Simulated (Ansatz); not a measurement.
# SiAsH4 (doublet): the correlation ladder, cc-pVDZ

One table from this session's results is given with a row withheld; the runs are named, their logs left out.

Computed with Ansatz 0.2.0, Gaussian basis. Level: cc-pVDZ, core rule «outside noble gas», up to 19 orbitals frozen.

To be run: UHF; CCSD(T) on ROHF; CCSD(T) on UHF; BCCD(T) on ROHF; CISD; CCSDT(Q) on ROHF; CCSDT(Q) on UHF.

23 further runs of the same task are left out: 1 for a known fault of the program, 8 that didn't finish, 14 set aside as unsound or not needed.

## The geometry

The geometry is a PBE0/def2-TZVP stationary point (not a proven minimum). No spin-orbit coupling is included. The filled d shell of As may be among the frozen orbitals whatever the setting's name suggests; the logs give the count.

6 atoms, charge 0, spin multiplicity 2.

Atoms are counted from 1 here; the program's logs count them from 0.

Bond lengths: Si1–As2 2.356 Å, Si1–H3 1.492 Å, Si1–H4 1.492 Å, As2–H5 1.521 Å, As2–H6 1.521 Å. Angles: As2–Si1–H3 109.0°, As2–Si1–H4 109.0°, H3–Si1–H4 108.3°, Si1–As2–H5 93.9°, Si1–As2–H6 93.9°, H5–As2–H6 93.1°.

The first run:

The input, in.yaml:

```yaml
crystal:
  periodic: [false, false, false]
  atoms:
    - {symbol: Si, position_ang: [-0.124629, 0.000001, 1.681959]}
    - {symbol: As, position_ang: [0.057778, 0.000000, -0.667422]}
    - {symbol: H, position_ang: [0.561776, -1.209969, 2.222531]}
    - {symbol: H, position_ang: [0.561775, 1.209971, 2.222530]}
    - {symbol: H, position_ang: [-0.972792, -1.104005, -0.850585]}
    - {symbol: H, position_ang: [-0.972793, 1.104003, -0.850586]}
basis:
  gaussian: {orbitals: cc-pVDZ}
magnetization: {spin_polarized: true, initial_magnetization: 1}
hamiltonian: {xc: hf}
output: {orbitals: {seedname: orbitals}}
```

The run is started by

```sh
ansatz run in.yaml --threads 1 --pin off --events-out ev --progress --plain --max-ram 2393MiB
```

Among the steps run: UHF; CCSD(T) on ROHF; CCSD(T) on UHF; BCCD(T) on ROHF; CISD; CCSDT(Q) on ROHF; CCSDT(Q) on UHF.

One of the session's tables, all rows but one given; the rest of the session is left out.

| method | from UCCSDT(Q) (meV) |
| --- | --- |
| ROHF | +6894.6 |
| UHF | +6843.7 |
| RMP2 | +1394.0 |
| UMP2 | +1389.1 |
| CISD | +848.5 |
| RCCSD | +226.6 |
| UCCSD | +225.2 |
| RCCSD(T) | +42.0 |
| UCCSD(T) | +41.7 |
| BCCD(T) | ? |
| RCCSDT | +9.8 |
| UCCSDT | +9.4 |
| RCCSDT(Q) | +0.7 |
| UCCSDT(Q) | 0 |

**Question.** Estimate the row for BCCD(T).

**Answer.** from UCCSDT(Q) (meV): +40.9. In the column «from UCCSDT(Q) (meV)» it lies between RCCSDT (+9.8) and UCCSD(T) (+41.7).

With the free atoms at the same levels and basis (separate runs), the atomisation energy is 13.380 eV at UCCSDT(Q), 13.374 eV at RCCSD(T), 13.357 eV at UCCSD(T), 10.303 eV at ROHF.

Limits of these values: Restricted and unrestricted rows rest on different reference determinants; where their highest levels disagree by more than a few hundredths of an eV, they describe different states and don't form one ladder.
